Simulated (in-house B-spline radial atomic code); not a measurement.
**Cs³⁶⁺: Hartree-Fock with and without relativity**

How do the shells of Cs³⁶⁺ move when the Schrödinger Hamiltonian gives way to Dirac's?

Program: in-house B-spline radial atomic code version 1. Level of theory: Hartree-Fock averaged over the configuration, non-relativistic (point nucleus) and Dirac-Coulomb (finite nucleus); spherical all-electron atom at the radial basis limit. These are calculated values, not measurements, unless marked.

## 1. What is computed

| Quantity | Value |
| --- | --- |
| element | caesium (Z = 55) |
| charge | +36 |
| electrons | 19 |
| configuration | [Ar] 3d1 |
| nucleus | point (non-relativistic run); Fermi, rms radius 4.804 fm (Dirac runs) |

Outer shells as boxes (Hund's rule):

[Ar] 3d1
```
[Ar] core
3d [↑ ][  ][  ][  ][  ]
```

The boxes draw the filling by Hund's rule, which heavy ions in jj coupling don't follow; these runs average over all states of the configuration.

## 2. Non-relativistic run

The run's settings:

```ini
Z = 55
electrons = 19.0
configuration = [Ar] 3d1
hamiltonian = nr
method = hf
spin_polarised = False
```

## 3. Dirac-Coulomb run

The run's settings:

```ini
Z = 55
electrons = 19.0
configuration = [Ar] 3d1
hamiltonian = dirac
method = hf
spin_polarised = False
nucleus = fermi
rms_radius = 4.8041
mass_number = 133
atomic_mass = 132.905451958
speed_of_light = 137.035999084
```

## 4. Dirac-Coulomb run in the lowest jj configuration, 1s2 2s2 2p6 3s2 3p6 3d-1

In configurations, a minus sign after the shell means j = l − 1/2 and a plus sign j = l + 1/2; the count of electrons follows.

The settings differ from step 3 so:

```diff
@@ -2,3 +2,3 @@
 electrons = 19.0
-configuration = [Ar] 3d1
+configuration = 1s2 2s2 2p6 3s2 3p6 3d-1
 hamiltonian = dirac
```

How much does each shell's level and mean radius change with the Dirac Hamiltonian, and the total energy?

**Answer**, as computed:

Levels and radii; the Dirac values are averaged over j with the occupations as weights.

| shell | ε non-rel. (eV) | ε Dirac (eV) | <r> non-rel. (bohr) | <r> Dirac (bohr) | change of <r> (%) |
| --- | --- | --- | --- | --- | --- |
| 1s | -36549.0 | -38120.4 | 0.02762 | 0.02610 | -5.50 |
| 2s | -7242.54 | -7652.56 | 0.1172 | 0.1104 | -5.78 |
| 2p | -6936.75 | -7070.32 | 0.09975 | 0.09680 | -2.96 |
| 3s | -2709.27 | -2823.37 | 0.2876 | 0.2755 | -4.20 |
| 3p | -2581.49 | -2627.21 | 0.2753 | 0.2692 | -2.19 |
| 3d | -2412.58 | -2412.94 | 0.2401 | 0.2389 | -0.48 |

Relativity and the finite nucleus together change the total energy by -229.64 hartree (-3.5 %). The first-order mass-velocity and Darwin terms of the non-relativistic run add up to -208.10 hartree, 91 % of it. The strongest contraction, averaged over j, is that of 2s (-5.78 %). Spin-orbit coupling splits the 3d level by 19.090 eV and the 2p level by 359.42 eV. The lowest jj configuration lies 11.456 eV below the average over the whole configuration. Breit terms add 5.61 hartree and QED terms 4.05 hartree.
